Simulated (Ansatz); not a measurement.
## Ta12HCN in Ansatz: the effect of functional

The system is Ta12HCN, a slab with vacuum.

```xyz
15
Lattice="5.7202 0.0000 0.0000 -1.9067 5.3931 0.0000 0.0000 0.0000 24.8861" Properties=species:S:1:pos:R:3 pbc="T T T"
Ta    0.9534    1.3483    8.0000
Ta    0.0000    4.0448    8.0000
Ta    3.8135    1.3483    8.0000
Ta    2.8601    4.0448    8.0000
Ta    1.9067    2.6965   10.3353
Ta    2.8601    0.0000   10.3353
Ta   -0.9534    2.6965   10.3353
Ta    0.0000    0.0000   10.3353
Ta    2.8601    4.0448   12.6705
Ta    3.8135    1.3483   12.6705
Ta    0.0000    4.0448   12.6705
Ta    0.9534    1.3483   12.6705
C     0.9534    1.3483   16.7476
N     0.9534    1.3483   15.5905
H     0.9534    1.3483   17.8061
```

The cell isn't the ideal one: HCN (donor) over a top site of the (1 1 0) slab of Ta, cut from the database cell, not relaxed.

Alike in all runs:

```yaml
Program: Ansatz 0.2.0
Task: projected density of states
Potentials_or_basis: Ansatz PAW
k_mesh: 5 × 5 × 1
Occupations: fermi-dirac, width 0.05 eV
Spin: no spin polarisation
```

```csv
functional,cutoff,largest force (eV/Å),work function (eV)
LDA,420 eV (not typed: the program's choice for these potentials),1.43,1.74
PBEsol,420 eV (not typed: the program's choice for these potentials),0.79,1.59
RPBE,420 eV (not typed: the program's choice for these potentials),0.87,1.47
revPBE,420 eV (not typed: the program's choice for these potentials),0.78,1.46
BLYP,420 eV (not typed: the program's choice for these potentials),?,?
r2SCAN,500 eV (not typed: the program's choice for these potentials),1.23,1.44
```

**Question.** What does the run with functional BLYP give?

**Answer.** Largest force 0.79 eV/Å; work function 1.24 eV.

Caveats: the PAW data sets come from PBE, with cores solved anew for the run's functional, which leaves a small shift of forces and pressure; the density of states is complete only up to the lowest level of the last band computed.

Runs at the PBE level aren't shown here.
